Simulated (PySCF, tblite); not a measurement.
# C₆H₁₂BNO: geometry, infrared bands and NMR shifts

Aim: predict the infrared bands and NMR shifts of C₆H₁₂BNO (`CC#[N+][BH2-]O/C=C/CC`).

Programs: tblite 0.8.0 and PySCF 2.14.0, with density-fitted response routines of our own. Each step states its level of theory. These are calculated values for one molecule in the gas phase, unless marked as measured. Atoms are numbered from 0 throughout.

## (1) The molecule as given

21 atoms, charge 0, multiplicity 1; geometry from: force field or distance geometry start.

Bonds of the start (Å): C0–C1 1.48, C1–N2 1.14, N2–B3 1.50, B3–O4 1.51, O4–C5 1.40, C5–C6 1.33, C6–C7 1.50, C7–C8 1.52, C0–H9 1.11, C0–H10 1.10, C0–H11 1.10, B3–H12 1.20, B3–H13 1.18, C5–H14 1.09, C6–H15 1.09, C7–H16 1.11, C7–H17 1.11, C8–H18 1.11, C8–H19 1.11, C8–H20 1.11.

## (2) Optimising the geometry with GFN2-xTB

Job settings and geometry (Å):

```
{"job": {"kind": "relax", "xc": "GFN2-xTB", "basis": "xTB"}, "charge": 0, "multiplicity": 1}
C      5.141700    -0.696800     0.312000
C      3.802700    -0.139800     0.019300
N      2.768100     0.286600    -0.192100
B      1.411700     0.855300    -0.492000
O      0.365700    -0.135100    -0.048200
C     -0.997900     0.131500    -0.211200
C     -1.890300    -0.765400     0.183400
C     -3.359300    -0.531500     0.033500
C     -3.862000     0.531100     0.996000
H      5.022100    -1.695500     0.784700
H      5.702200    -0.788600    -0.634800
H      5.669300    -0.020500     1.008400
H      1.268600     1.871300     0.124200
H      1.318800     1.055200    -1.655800
H     -1.323500     1.077000    -0.647300
H     -1.554800    -1.706800     0.619200
H     -3.902800    -1.482100     0.242200
H     -3.593400    -0.242500    -1.017100
H     -3.386400     1.514800     0.784100
H     -4.960400     0.651400     0.888500
H     -3.649100     0.247400     2.047700
```

On the command line:

```sh
OMP_NUM_THREADS=1 python probes_run.py task.json out
```

This one command runs all jobs of the session in turn.

**Question.** This job is followed by: GFN2-xTB harmonic vibrations, gas phase; GIAO PBE0/pcSseg-1 NMR shielding, non-relativistic, gas phase. What will the session give for the following? strongest single infrared mode (GFN2-xTB); zero-point energy (GFN2-xTB); ¹³C shifts against TMS (PBE0/pcSseg-1); ¹H shifts against TMS (PBE0/pcSseg-1, means over atoms taken as alike); ¹⁵N shifts against NH3 (PBE0/pcSseg-1); ¹¹B shifts against BF3·OEt2 (PBE0/pcSseg-1); ¹⁷O shifts against H2O (PBE0/pcSseg-1).

**Answer**, as computed:

```
                                                              quantity                                     value
                             strongest single infrared mode (GFN2-xTB)                     1054 cm⁻¹, 228 km/mol
                                          zero-point energy (GFN2-xTB)                            105.9 kcal/mol
                                ¹³C shifts against TMS (PBE0/pcSseg-1)  157.6, 128.3, 113.0, 27.5, 20.5, 1.7 ppm
¹H shifts against TMS (PBE0/pcSseg-1, means over atoms taken as alike)    6.55, 5.17, 2.88, 2.50, 1.91, 1.02 ppm
                                ¹⁵N shifts against NH3 (PBE0/pcSseg-1)                                 241.5 ppm
                           ¹¹B shifts against BF3·OEt2 (PBE0/pcSseg-1)                                 -12.9 ppm
                                ¹⁷O shifts against H2O (PBE0/pcSseg-1)                                 148.5 ppm
```

In words: The optimisation took 210 steps and gained 0.495 eV; among the close pairs (by a distance rule), O4–C5 changed most, from 1.399 to 1.337 Å. The lowest mode is imaginary (28i cm⁻¹), so the xTB geometry is not a minimum. The strongest single mode, at 1054 cm⁻¹, is carried by H13, H12, N2, C0. GFN2-xTB is a fitted tight-binding method: band positions and strengths are rough. Its intensities can rank the bands wrongly. The most deshielded carbon is C5 (alkene carbon bearing oxygen), at 157.6 ppm: an sp2 carbon further deshielded by the attached heteroatom. H14 (hydrogen on an alkene carbon bearing oxygen) lies farthest downfield among hydrogen, at 6.55 ppm; attached to an sp2 carbon and in the plane of the double bond. At PBE0/pcSseg-1: Shielding is most anisotropic at N2 (span 464 ppm, paramagnetic term -312 ppm).
